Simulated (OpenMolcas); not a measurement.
**A workflow on WO3 (tungsten trioxide)**

Wanted: a series of 8 runs (UHF/def2-SVPD, CASSCF(6,6)/def2-SVPD, CASPT2(6,6)/def2-SVPD, CASPT2[IPEA 0](6,6)/def2-SVPD, SC-NEVPT2(6,6)/def2-SVPD, PC-NEVPT2(6,6)/def2-SVPD, MC-PDFT[tPBE](6,6)/def2-SVPD, MC-PDFT[ftPBE](6,6)/def2-SVPD) of WO3 (tungsten trioxide). 

The calculation is run with OpenMolcas 26.06.

## 1. The structure to begin with

The species is WO3 (4 atoms), meant as a singlet with charge 0. SMILES: `[O]=[W](=[O])=[O]`. One bond was lengthened or shortened from a relaxed shape.

Bond lengths: O1–W2 1.716 Å, W2–O3 2.230 Å, W2–O4 1.716 Å. Angles: O1–W2–O3 107.5°, O1–W2–O4 107.5°, O3–W2–O4 107.5°.

## 2. The energy at UHF/def2-SVPD (core potential) (run 1)

File step1.input:

```
&gateway
 baslib
 $CurrDir
 coord
 4
 angstrom
 O       -0.668958       0.523097       1.665617
 W       -0.797858      -0.025803       0.045417
 O        1.071700      -1.143300      -0.433900
 O       -0.843658       1.359397      -0.965683
 basis
 def2-SVPD
 group
 NoSym

&seward

&scf
 uhf
 scramble
 0.25
 prorbitals
 1 1
```

The basis set def2-SVPD is read from a file made from the Basis Set Exchange's data (not shown).

Launch:

```sh
$ export MOLCAS_MEM=1860
$ pymolcas step1.input > step1.log
```

What it wrote:

```text
--- Start Module: gateway ---
[...]
--- Stop Module: gateway /rc=_RC_ALL_IS_WELL_ ---
--- Start Module: seward ---
[...]
      Basis functions          104
--- Stop Module: seward /rc=_RC_ALL_IS_WELL_ ---
[...]
--- Start Module: scf ---
[...]
       Convergence after  45 Iterations
[...]
::    Total SCF energy                               -290.7612067640
[...]
      Total spin, S                                     0.6942842142
[...]
      Total electronic charge=   38.000000
      Total            charge=   -0.000000
[...]
      Dipole Moment (debye):
      Origin of the operator (angstrom)=   -0.6632    0.0305    0.0544
                   X= -3.6819E+00               Y= -3.0708E+00               Z= -7.3198E-01           Total=  4.8499E+00
      Quadrupole Moment (debye*angstrom):
[...]
--- Stop Module: scf /rc=_RC_ALL_IS_WELL_ ---
[...]
```

It took 23 s on 1 thread of Arm Neoverse V2, shared host; peak memory 0.59 GiB.

## 3. The energy at CASSCF(6,6)/def2-SVPD (core potential) (run 2)

File step2.input:

```
&gateway
baslib=$CurrDir
coord
4
angstrom
O       -0.668958       0.523097       1.665617
W       -0.797858      -0.025803       0.045417
O        1.071700      -1.143300      -0.433900
O       -0.843658       1.359397      -0.965683
basis=def2-SVPD
group=NoSym
&seward
&rasscf
fileorb=$CurrDir/step1.UnaOrb
spin=1
nactel=6 0 0
inactive=16
ras2=6
orblisting=Nothing
```

The basis set def2-SVPD is read from a file made from the Basis Set Exchange's data (not shown).

Launch:

```sh
$ export MOLCAS_MEM=1860
$ pymolcas step2.input > step2.log
```

What it wrote:

```text
--- Start Module: gateway ---
[...]
--- Stop Module: gateway /rc=_RC_ALL_IS_WELL_ ---
--- Start Module: seward ---
[...]
      Basis functions          104
--- Stop Module: seward /rc=_RC_ALL_IS_WELL_ ---
[...]
--- Start Module: rasscf ---
[...]
      Number of active orbitals                  6
[...]
      Spin quantum number                      0.0
[...]
      Active orbitals                            6
[...]
      Number of CSFs                           175
[...]
      Number of root(s) required                 1
[...]
      Convergence after 29 iterations
[...]
      printout of CI-coefficients larger than  0.05 for root  1
      energy=    -290.821421
      conf/sym  111111     Coeff  Weight
             1  222000  -0.80177 0.64283
            11  220200   0.51409 0.26429
            18  2udud0  -0.05451 0.00297
            31  202020   0.10059 0.01012
            34  202002   0.06599 0.00435
            39  ud20ud  -0.16883 0.02850
[...]
      Natural orbitals and occupation numbers for root  1
      sym 1:   1.906317   1.910246   1.415218   0.585759   0.097045   0.085414
      ************************************************************************************************************************
      *                                                    Final results                                                     *
[...]
::    RASSCF root number  1 Total energy:   -290.82142144
[...]
      Total electronic charge=   38.000000
      Total            charge=   -0.000000
[...]
      Dipole Moment (debye):
      Origin of the operator (angstrom)=   -0.6632    0.0305    0.0544
                   X= -4.3957E+00               Y= -2.5592E+00               Z= -5.2128E-01           Total=  5.1130E+00
      Quadrupole Moment (debye*angstrom):
[...]
--- Stop Module: rasscf /rc=_RC_ALL_IS_WELL_ ---
[...]
```

Run time: 20 s. Hardware: 1 thread of Arm Neoverse V2, shared host; peak memory 0.59 GiB.

## 4. The energy at CASPT2(6,6)/def2-SVPD (core potential) (run 3)

File step3.input:

```
* O3W CASPT2

&GATEWAY
  BasLib
  $CurrDir
  Coord
  4
  angstrom
  O       -0.668958       0.523097       1.665617
  W       -0.797858      -0.025803       0.045417
  O        1.071700      -1.143300      -0.433900
  O       -0.843658       1.359397      -0.965683
  Basis
  def2-SVPD
  Group
  NoSym

&SEWARD

&RASSCF
  FileOrb
  $CurrDir/step2.RasOrb
  Spin
  1
  Nactel
  6 0 0
  Inactive
  16
  Ras2
  6
  OrbListing
  Nothing

&CASPT2
  IPEA
  0.25
  Imaginary
  0.1
  Frozen
  3
```

The basis set def2-SVPD is read from a file made from the Basis Set Exchange's data (not shown).

Launch:

```sh
$ export MOLCAS_MEM=1860
$ pymolcas step3.input > step3.log
```

What it wrote:

```text
--- Start Module: gateway ---
[...]
--- Stop Module: gateway /rc=_RC_ALL_IS_WELL_ ---
[...]
      Basis functions          104
[...]
--- Start Module: rasscf ---
[...]
      Number of active orbitals                  6
[...]
      Spin quantum number                      0.0
[...]
      Active orbitals                            6
[...]
      Number of CSFs                           175
[...]
      Number of root(s) required                 1
[...]
      Convergence after  4 iterations
[...]
      printout of CI-coefficients larger than  0.05 for root  1
      energy=    -290.821421
      conf/sym  111111     Coeff  Weight
             1  222000  -0.80176 0.64283
            11  220200   0.51409 0.26429
            18  2udud0  -0.05451 0.00297
            31  202020   0.10060 0.01012
            34  202002   0.06599 0.00435
            39  ud20ud  -0.16883 0.02850
[...]
      Natural orbitals and occupation numbers for root  1
      sym 1:   1.906316   1.910246   1.415217   0.585760   0.097047   0.085414
      ************************************************************************************************************************
      *                                                    Final results                                                     *
[...]
::    RASSCF root number  1 Total energy:   -290.82142144
[...]
      Total electronic charge=   38.000000
      Total            charge=   -0.000000
[...]
      Dipole Moment (debye):
      Origin of the operator (angstrom)=   -0.6632    0.0305    0.0544
                   X= -4.3957E+00               Y= -2.5592E+00               Z= -5.2126E-01           Total=  5.1130E+00
      Quadrupole Moment (debye*angstrom):
[...]
--- Stop Module: rasscf /rc=_RC_ALL_IS_WELL_ ---
[...]
--- Start Module: caspt2 ---
[...]
 ###    WARNING: User changed nr of frozen orbitals.                         ###
 ###############################################################################
[...]
      E2 (Variational):          -0.8486214165
      Total energy:            -291.6700428601
[...]
      Reference weight:           0.77071
[...]
::    CASPT2 Root  1     Total energy:   -291.67004286
[...]
--- Stop Module: caspt2 /rc=_RC_ALL_IS_WELL_ ---
[...]
```

Run time: 12 s. Hardware: 1 thread of Arm Neoverse V2, shared host; peak memory 0.59 GiB.

Runs 4 to 7 aren't shown in full; the table further down has their settings and results.

## 5. The energy at MC-PDFT[ftPBE](6,6)/def2-SVPD (core potential) (run 8)

File step8.inp:

```
* O3W MC-PDFT

&GATEWAY
 BasLib=$CurrDir
 Coord
 4
 angstrom
 O       -0.668958       0.523097       1.665617
 W       -0.797858      -0.025803       0.045417
 O        1.071700      -1.143300      -0.433900
 O       -0.843658       1.359397      -0.965683
 Basis=def2-SVPD
 Group=NoSym

&SEWARD

&RASSCF
 FileOrb=$CurrDir/step2.RasOrb
 Spin=1
 Nactel=6 0 0
 Inactive=16
 Ras2=6
 OrbListing=Nothing

&MCPDFT
 KSDFT=FT:PBE
```

The basis set def2-SVPD is read from a file made from the Basis Set Exchange's data (not shown).

Launch:

```sh
$ export MOLCAS_MEM=1860
$ pymolcas step8.inp > step8.log
```

What it wrote:

```text
--- Start Module: gateway ---
[...]
--- Stop Module: gateway /rc=_RC_ALL_IS_WELL_ ---
[...]
      Basis functions          104
[...]
--- Start Module: rasscf ---
[...]
      Number of active orbitals                  6
[...]
      Spin quantum number                      0.0
[...]
      Active orbitals                            6
[...]
      Number of CSFs                           175
[...]
      Number of root(s) required                 1
[...]
      Convergence after  4 iterations
[...]
      printout of CI-coefficients larger than  0.05 for root  1
      energy=    -290.821421
      conf/sym  111111     Coeff  Weight
             1  222000  -0.80176 0.64283
            11  220200   0.51409 0.26429
            18  2udud0  -0.05451 0.00297
            31  202020   0.10060 0.01012
            34  202002   0.06599 0.00435
            39  ud20ud  -0.16883 0.02850
[...]
      Natural orbitals and occupation numbers for root  1
      sym 1:   1.906316   1.910246   1.415217   0.585760   0.097047   0.085414
      ************************************************************************************************************************
      *                                                    Final results                                                     *
[...]
::    RASSCF root number  1 Total energy:   -290.82142144
[...]
      Total electronic charge=   38.000000
      Total            charge=   -0.000000
[...]
      Dipole Moment (debye):
      Origin of the operator (angstrom)=   -0.6632    0.0305    0.0544
                   X= -4.3957E+00               Y= -2.5592E+00               Z= -5.2126E-01           Total=  5.1130E+00
      Quadrupole Moment (debye*angstrom):
[...]
--- Stop Module: rasscf /rc=_RC_ALL_IS_WELL_ ---
[...]
--- Start Module: mcpdft ---
[...]
 ###    WARNING: Deprecation warning: KSDF should be replaced                ###
 ###    with FUNC keyword                                                    ###
 ###############################################################################
[...]
::    MCPDFT root number  1 Total energy:   -292.41843160
--- Stop Module: mcpdft /rc=_RC_ALL_IS_WELL_ ---
[...]
```

It took 9.3 s on 1 thread of Arm Neoverse V2, shared host; peak memory 0.59 GiB.

## 6. All runs side by side

```csv
run,level,scramble,active rule,energy (Eh),dipole moment (D) of the reference,wall time
1,UHF/def2-SVPD (core potential),0.25,–,-290.761207,4.85,23 s
2,"CASSCF(6,6)/def2-SVPD (core potential)",–,uhf natural orbitals,-290.821421,5.11,20 s
3,"CASPT2(6,6)/def2-SVPD (core potential)",–,uhf natural orbitals,-291.670043,5.11,12 s
4,"CASPT2[IPEA 0](6,6)/def2-SVPD (core potential)",–,uhf natural orbitals,-291.681283,5.11,12 s
5,"SC-NEVPT2(6,6)/def2-SVPD (core potential)",–,uhf natural orbitals,-291.667796,5.11,9.6 s
6,"PC-NEVPT2(6,6)/def2-SVPD (core potential)",–,uhf natural orbitals,-291.669073,5.11,9.6 s
7,"MC-PDFT[tPBE](6,6)/def2-SVPD (core potential)",–,uhf natural orbitals,-292.327314,5.11,9 s
8,"MC-PDFT[ftPBE](6,6)/def2-SVPD (core potential)",–,uhf natural orbitals,-292.418432,5.11,9.3 s
```

## 7. Results

| quantity | value |
| --- | --- |
| run 8, MC-PDFT[ftPBE](6,6)/def2-SVPD: total energy | -292.41843 Eh |
| run 8, MC-PDFT[ftPBE](6,6)/def2-SVPD: dipole moment (CASSCF density) | 5.11 D |

What this shows: Below the UHF energy at the same shape and in the same basis (def2-SVPD): CASSCF(6,6) -60.2 mEh; CASPT2(6,6) -908.8 mEh; CASPT2[IPEA 0](6,6) -920.1 mEh; SC-NEVPT2(6,6) -906.6 mEh; PC-NEVPT2(6,6) -907.9 mEh. Active-space methods hold only the correlation inside their space unless a perturbation or CI step follows. Spin contamination of the reference: run 1 ⟨S²⟩ = 1.18. Where it is this large, the reference is a mixture of spin states, and values that rest on it are in doubt. All runs together took 1.7 min, the longest 23 s.
